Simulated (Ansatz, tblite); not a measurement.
**Al15As15 wurtzite bond sphere (Al15As15H34): charged states by level of theory**

Aim: the energy of removing and adding an electron for Al15As15 wurtzite bond sphere (Al15As15H34), by energy differences, and how well orbital energies stand in for it.

Computed with Ansatz 0.2.0, Gaussian basis. Level: as each input shows.

Levels to be run: charge +1 doublet, at the geometry of the singlet (PBE0-D4/def2-SVP, PBE-D4/def2-SVP); charge -1 doublet, at the geometry of the singlet (PBE0-D4/def2-SVP, PBE-D4/def2-SVP); the starting singlet's energies come from earlier runs.

1 further run of the same task is left out (set aside as unsound or not needed).

**1. The relaxed structure**

The singlet was relaxed beforehand with PBE-D4/def2-SVP.

64 atoms, charge 0, spin multiplicity 1.

Atoms are counted from 1 here; the program's logs count them from 0.

Bond lengths: Al1–As2 2.525 Å, Al1–As3 2.454 Å, Al1–As16 2.516 Å, Al1–H31 1.595 Å, As2–Al7 2.508 Å, As2–H32 1.521 Å, As2–H33 1.527 Å, As3–Al4 2.516 Å, As3–Al17 2.496 Å, As3–H34 1.526 Å, Al4–As6 2.474 Å, Al4–As9 2.481 Å, Al4–H35 1.610 Å, Al5–As6 2.531 Å, Al5–As18 2.535 Å, Al5–H36 1.610 Å, Al5–H37 1.603 Å, As6–Al11 2.477 Å and more. Angles: As2–Al1–As3 100.0°, As2–Al1–As16 98.3°, As2–Al1–H31 113.8°, As3–Al1–As16 102.3°, As3–Al1–H31 124.3°, As16–Al1–H31 114.3°, Al1–As2–Al7 115.6°, Al1–As2–H32 109.1°, Al1–As2–H33 112.2°, Al7–As2–H32 110.3°, Al7–As2–H33 109.7°, H32–As2–H33 98.7°, Al1–As3–Al4 112.8°, Al1–As3–Al17 112.6°, Al1–As3–H34 102.9°, Al4–As3–Al17 114.1°, Al4–As3–H34 108.5°, Al17–As3–H34 104.9° and more.

**2. Charge +1 doublet at the fixed geometry, PBE0-D4/def2-SVP**

The input, in.yaml:

```yaml
crystal:
  periodic: [false, false, false]
  atoms:
    - {symbol: Al, position_ang: [1.015987, -4.315838, -2.795932]}
    - {symbol: As, position_ang: [-0.915618, -2.854911, -3.511133]}
    - {symbol: As, position_ang: [0.985629, -3.906623, -0.376616]}
    - {symbol: Al, position_ang: [-1.088577, -2.701898, 0.381299]}
    - {symbol: Al, position_ang: [0.965542, -4.252576, 3.744352]}
    - {symbol: As, position_ang: [-1.035763, -2.996219, 2.836761]}
    - {symbol: Al, position_ang: [-0.975722, -0.564488, -2.490763]}
    - {symbol: As, position_ang: [-2.931274, 0.629252, -3.511223]}
    - {symbol: As, position_ang: [-0.571593, -0.330852, -0.133949]}
    - {symbol: Al, position_ang: [-2.884692, 0.403265, 0.381145]}
    - {symbol: Al, position_ang: [-1.491157, -0.862444, 4.010410]}
    - {symbol: As, position_ang: [-3.113815, 0.595919, 2.836576]}
    - {symbol: Al, position_ang: [-3.234753, 3.032110, -2.796048]}
    - {symbol: As, position_ang: [-2.894950, 2.801890, -0.376756]}
    - {symbol: Al, position_ang: [-3.205515, 2.957177, 3.744101]}
    - {symbol: As, position_ang: [2.897387, -2.833813, -3.565559]}
    - {symbol: Al, position_ang: [3.112687, -2.895763, 0.451115]}
    - {symbol: As, position_ang: [2.843341, -2.772886, 2.901808]}
    - {symbol: Al, position_ang: [3.104729, -0.430285, -2.808827]}
    - {symbol: As, position_ang: [0.949683, 0.549208, -3.568261]}
    - {symbol: As, position_ang: [2.999695, -0.522770, -0.342845]}
    - {symbol: Al, position_ang: [1.704349, 0.986236, 1.265735]}
    - {symbol: Al, position_ang: [2.893339, -0.400805, 3.623457]}
    - {symbol: As, position_ang: [0.572177, 0.331313, 3.361525]}
    - {symbol: Al, position_ang: [1.174908, 2.905640, -2.808687]}
    - {symbol: As, position_ang: [-1.011991, 3.924099, -3.565560]}
    - {symbol: As, position_ang: [1.042375, 2.860871, -0.342598]}
    - {symbol: Al, position_ang: [-0.958465, 4.142030, 0.451160]}
    - {symbol: Al, position_ang: [1.094413, 2.708475, 3.623937]}
    - {symbol: As, position_ang: [-0.986660, 3.847530, 2.901877]}
    - {symbol: H, position_ang: [1.007777, -5.764297, -3.463283]}
    - {symbol: H, position_ang: [-2.221033, -3.587093, -3.241515]}
    - {symbol: H, position_ang: [-1.022841, -2.744928, -5.030139]}
    - {symbol: H, position_ang: [0.967647, -5.316274, 0.207317]}
    - {symbol: H, position_ang: [-2.360806, -3.321718, -0.386522]}
    - {symbol: H, position_ang: [1.073863, -5.638860, 2.932994]}
    - {symbol: H, position_ang: [0.940398, -4.198036, 5.346440]}
    - {symbol: H, position_ang: [-2.217640, -3.926911, 3.108716]}
    - {symbol: H, position_ang: [-4.216739, -0.137408, -3.241593]}
    - {symbol: H, position_ang: [-2.889270, 0.481511, -5.030233]}
    - {symbol: H, position_ang: [-4.056126, -0.390637, -0.386823]}
    - {symbol: H, position_ang: [-1.690069, -0.977539, 5.590059]}
    - {symbol: H, position_ang: [-4.509791, 0.035231, 3.108364]}
    - {symbol: H, position_ang: [-4.494505, 3.746995, -3.463448]}
    - {symbol: H, position_ang: [-4.126032, 3.488742, 0.207303]}
    - {symbol: H, position_ang: [-4.353259, 3.742035, 2.932617]}
    - {symbol: H, position_ang: [-3.170942, 2.908144, 5.346198]}
    - {symbol: H, position_ang: [3.039183, -2.905990, -5.083787]}
    - {symbol: H, position_ang: [4.180098, -3.570315, -3.201115]}
    - {symbol: H, position_ang: [4.401722, -3.635390, -0.156556]}
    - {symbol: H, position_ang: [4.141597, -3.402530, 3.404119]}
    - {symbol: H, position_ang: [4.385624, 0.247465, -3.479746]}
    - {symbol: H, position_ang: [0.927771, 0.536634, -5.096880]}
    - {symbol: H, position_ang: [4.466939, -0.163734, -0.069404]}
    - {symbol: H, position_ang: [3.837683, -0.055096, 4.863592]}
    - {symbol: H, position_ang: [3.298784, 0.538166, 2.242352]}
    - {symbol: H, position_ang: [2.401071, 3.678021, -3.479611]}
    - {symbol: H, position_ang: [-1.003716, 4.083025, -5.083794]}
    - {symbol: H, position_ang: [-1.011008, 5.403242, -3.201183]}
    - {symbol: H, position_ang: [2.085189, 3.953661, -0.069061]}
    - {symbol: H, position_ang: [-0.956857, 5.628098, -0.156718]}
    - {symbol: H, position_ang: [1.864962, 3.354376, 4.864092]}
    - {symbol: H, position_ang: [2.110158, 2.591652, 2.242690]}
    - {symbol: H, position_ang: [-0.885540, 5.286915, 3.404067]}
basis:
  gaussian: {orbitals: def2-SVP, fitting: {mean_field: def2-universal-jkfit}}
total_charge: 1
magnetization: {spin_polarized: true, initial_magnetization: 1}
hamiltonian: {xc: pbe0, dispersion: d4}
scf: {omitted_lower_state_checks: [starts]}
output: {orbitals: {seedname: orbitals}}
```

Started as:

```
$ ansatz run in.yaml --threads 11 --pin off --events-out ev --progress --plain --max-ram 110592MiB --backend cuda --devices 0, --max-vram 75GiB
```

What it wrote:

```text
Functional definition: PBE0
  name "PBE0"
  cite "Adamo & Barone, J. Chem. Phys. 110, 6158 (1999) doi:10.1063/1.478522"
  cite "Perdew, Burke & Ernzerhof, Phys. Rev. Lett. 77, 3865 (1996) doi:10.1103/PhysRevLett.77.3865"
  parent pbe
  parameter a = 0.25
  parameter kappa = 0.804
  parameter beta = 0.06672455060314922
  exchange = (1 - a)*pbe_x(kappa = kappa, mu = beta*pi^2/3) + a*exact_x
  correlation = pbe_c(beta = beta)
these checks for a lower state are left out or cut short: starts
6522 factors; integrals over basis functions are off by at most 3.6e-1 eV
mean field evaluation 1: about -1011840.6324 eV, gradient 2.9e1 eV
mean field evaluation 2: about -1011834.6036 eV, gradient 4.0e1 eV
mean field evaluation 4: about -1011845.9632 eV, gradient 8.6e0 eV
mean field evaluation 8: about -1011846.5827 eV, gradient 1.1e0 eV
mean field evaluation 16: about -1011846.5804 eV, gradient 1.0e-2 eV
mean field evaluation 32: about -1011846.5804 eV, gradient 1.1e-5 eV
mean field -1011846.58044158 eV, -37184.6759769823 hartree, gradient 7.4e-6 eV, S^2 0.756825; 0 other end points of the search recorded, 0 dependent functions left out
reference -1011846.58053425 eV, -37184.6759803878 hartree; 362, 361 occupied and 558, 559 virtual orbitals, 6522 factors
Total energy: -1011851.80287568 eV, -37184.8678978959 hartree
Checks for a lower state left out: starts
```

Wall time 26 s (1 × H100 with 11 threads of AMD EPYC 7R13, shared host); peak host memory 1.9 GiB.

From the report: HOMO -9.19 eV, LUMO -8.19 eV (over both spins); ⟨S²⟩ 0.757 (pure: 0.75).

**3. Charge +1 doublet at the fixed geometry, PBE-D4/def2-SVP**

start.molden holds the orbitals of an earlier run on this state, given as this run's starting guess.

in.yaml, as its differences from that of step 2:

```diff
@@ -68,6 +68,6 @@
 basis:
-  gaussian: {orbitals: def2-SVP, fitting: {mean_field: def2-universal-jkfit}}
+  gaussian: {orbitals: def2-SVP, fitting: {mean_field: def2-universal-jkfit}, initial_orbitals: start.molden}
 total_charge: 1
 magnetization: {spin_polarized: true, initial_magnetization: 1}
-hamiltonian: {xc: pbe0, dispersion: d4}
+hamiltonian: {xc: pbe, dispersion: d4}
 scf: {omitted_lower_state_checks: [starts]}
```

The command is unchanged.

What it wrote:

```text
Functional definition: PBE
  name "PBE"
  cite "Perdew, Burke & Ernzerhof, Phys. Rev. Lett. 77, 3865 (1996) doi:10.1103/PhysRevLett.77.3865"
  parent pbe
  parameter kappa = 0.804
  parameter beta = 0.06672455060314922
  exchange = pbe_x(kappa = kappa, mu = beta*pi^2/3)
  correlation = pbe_c(beta = beta)
these checks for a lower state are left out or cut short: starts
6522 factors; integrals over basis functions are off by at most 3.6e-1 eV
mean field evaluation 1: about -1011807.1157 eV, gradient 1.5e1 eV
mean field evaluation 2: about -1011807.9620 eV, gradient 9.6e-1 eV
mean field evaluation 4: about -1011807.9875 eV, gradient 3.9e-1 eV
mean field evaluation 8: about -1011807.9894 eV, gradient 6.1e-4 eV
mean field evaluation 16: about -1011807.9926 eV, gradient 8.1e-3 eV
mean field -1011807.99262715 eV, -37183.2579009578 hartree, gradient 2.9e-6 eV, S^2 0.751194; 0 other end points of the search recorded, 0 dependent functions left out
reference -1011807.99275183 eV, -37183.2579055397 hartree; 362, 361 occupied and 558, 559 virtual orbitals, 6522 factors
Total energy: -1011813.66506604 eV, -37183.4663592423 hartree
Checks for a lower state left out: starts
```

Wall time 19 s (1 × H100 with 11 threads of AMD EPYC 7R13, shared host); peak host memory 1.8 GiB.

From the report: HOMO -8.24 eV, LUMO -8.28 eV (over both spins; with the spin held, an empty level of the minority spin lies below the top filled one); ⟨S²⟩ 0.751 (pure: 0.75).

**4. Vertical ionisation energy**

Charged state less starting state, singlet to doublet; the starting state's energies are those of its earlier runs.

```
           level  vertical ionisation energy (eV)  time
 PBE-D4/def2-SVP                            +7.00  26 s
PBE0-D4/def2-SVP                            +7.36  36 s
```

Times add the two runs; a level without a time comes out of a correlated run.

Beside −ε(HOMO) of the starting state:

```
           level  −ε(HOMO) (eV)  by difference (eV)  mismatch (eV)
 PBE-D4/def2-SVP           5.50                7.00          -1.50
PBE0-D4/def2-SVP           6.38                7.36          -0.98
```

**5. Charge -1 doublet at the fixed geometry, PBE0-D4/def2-SVP**

in.yaml, as its differences from that of step 3:

```diff
@@ -68,6 +68,6 @@
 basis:
-  gaussian: {orbitals: def2-SVP, fitting: {mean_field: def2-universal-jkfit}, initial_orbitals: start.molden}
-total_charge: 1
+  gaussian: {orbitals: def2-SVP, fitting: {mean_field: def2-universal-jkfit}}
+total_charge: -1
 magnetization: {spin_polarized: true, initial_magnetization: 1}
-hamiltonian: {xc: pbe, dispersion: d4}
+hamiltonian: {xc: pbe0, dispersion: d4}
 scf: {omitted_lower_state_checks: [starts]}
```

Same command.

What it wrote, cut to the lines that bear on the results:

```text
Functional definition: PBE0
  name "PBE0"
  cite "Adamo & Barone, J. Chem. Phys. 110, 6158 (1999) doi:10.1063/1.478522"
  cite "Perdew, Burke & Ernzerhof, Phys. Rev. Lett. 77, 3865 (1996) doi:10.1103/PhysRevLett.77.3865"
  parent pbe
[...]
6522 factors; integrals over basis functions are off by at most 3.6e-1 eV
[...]
mean field -1011855.15803488 eV, -37184.9911977221 hartree, gradient 7.7e-6 eV, S^2 0.753245; 0 other end points of the search recorded, 0 dependent functions left out
reference -1011855.15812607 eV, -37184.9912010734 hartree; 363, 362 occupied and 557, 558 virtual orbitals, 6522 factors
Total energy: -1011860.52116420 eV, -37185.1882890895 hartree
Checks for a lower state left out: starts
```

Wall time 25 s (1 × H100 with 11 threads of AMD EPYC 7R13, shared host); peak host memory 1.9 GiB.

From the report: HOMO -0.44 eV, LUMO 0.59 eV (over both spins); ⟨S²⟩ 0.753 (pure: 0.75).

**6. Charge -1 doublet at the fixed geometry, PBE-D4/def2-SVP**

in.yaml, as its differences from that of step 5:

```diff
@@ -68,6 +68,6 @@
 basis:
-  gaussian: {orbitals: def2-SVP, fitting: {mean_field: def2-universal-jkfit}}
+  gaussian: {orbitals: def2-SVP, fitting: {mean_field: def2-universal-jkfit}, initial_orbitals: start.molden}
 total_charge: -1
 magnetization: {spin_polarized: true, initial_magnetization: 1}
-hamiltonian: {xc: pbe0, dispersion: d4}
+hamiltonian: {xc: pbe, dispersion: d4}
 scf: {omitted_lower_state_checks: [starts]}
```

Launched as before.

What it wrote:

```text
Functional definition: PBE
  name "PBE"
  cite "Perdew, Burke & Ernzerhof, Phys. Rev. Lett. 77, 3865 (1996) doi:10.1103/PhysRevLett.77.3865"
  parent pbe
  parameter kappa = 0.804
  parameter beta = 0.06672455060314922
  exchange = pbe_x(kappa = kappa, mu = beta*pi^2/3)
  correlation = pbe_c(beta = beta)
these checks for a lower state are left out or cut short: starts
6522 factors; integrals over basis functions are off by at most 3.6e-1 eV
mean field evaluation 1: about -1011815.6257 eV, gradient 1.5e1 eV
mean field evaluation 2: about -1011816.4426 eV, gradient 8.6e-1 eV
mean field evaluation 4: about -1011816.4435 eV, gradient 7.9e-2 eV
mean field evaluation 8: about -1011816.4438 eV, gradient 2.4e-5 eV
mean field -1011816.44375037 eV, -37183.5684740080 hartree, gradient 7.4e-6 eV, S^2 0.751330; 0 other end points of the search recorded, 0 dependent functions left out
reference -1011816.44387434 eV, -37183.5684785636 hartree; 363, 362 occupied and 557, 558 virtual orbitals, 6522 factors
Total energy: -1011822.27032814 eV, -37183.7825967915 hartree
Checks for a lower state left out: starts
```

Wall time 9.5 s (1 × H100 with 11 threads of AMD EPYC 7R13, shared host); peak host memory 1.8 GiB.

From the report: HOMO -0.27 eV, LUMO -0.09 eV (over both spins); ⟨S²⟩ 0.751 (pure: 0.75).

**7. Vertical electron affinity**

Starting state less charged state (positive: the electron is bound), singlet to doublet; the starting state's energies are those of its earlier runs.

```
           level  vertical electron affinity (eV)  time
 PBE-D4/def2-SVP                            +1.60  17 s
PBE0-D4/def2-SVP                            +1.36  35 s
```

Times add the two runs; a level without a time comes out of a correlated run.

Beside −ε(LUMO) of the starting state:

```
           level  −ε(LUMO) (eV)  by difference (eV)  mismatch (eV)
 PBE-D4/def2-SVP           2.78                1.60          +1.17
PBE0-D4/def2-SVP           2.13                1.36          +0.77
```

**8. Outcome**

```
                                           quantity                               value
vertical ionisation energy, functionals in def2-SVP  7.00 (PBE-D4) to 7.36 eV (PBE0-D4)
vertical electron affinity, functionals in def2-SVP  1.36 (PBE0-D4) to 1.60 eV (PBE-D4)
```

The vertical ionisation energy spans 7.00 to 7.36 eV over the functionals. −ε(HOMO) misses the level's own difference by -0.98 eV at best (PBE0-D4) and -1.50 eV at worst (PBE-D4). The vertical electron affinity spans 1.36 to 1.60 eV over the functionals. −ε(LUMO) misses the level's own difference by +0.77 eV at best (PBE0-D4) and +1.17 eV at worst (PBE-D4).
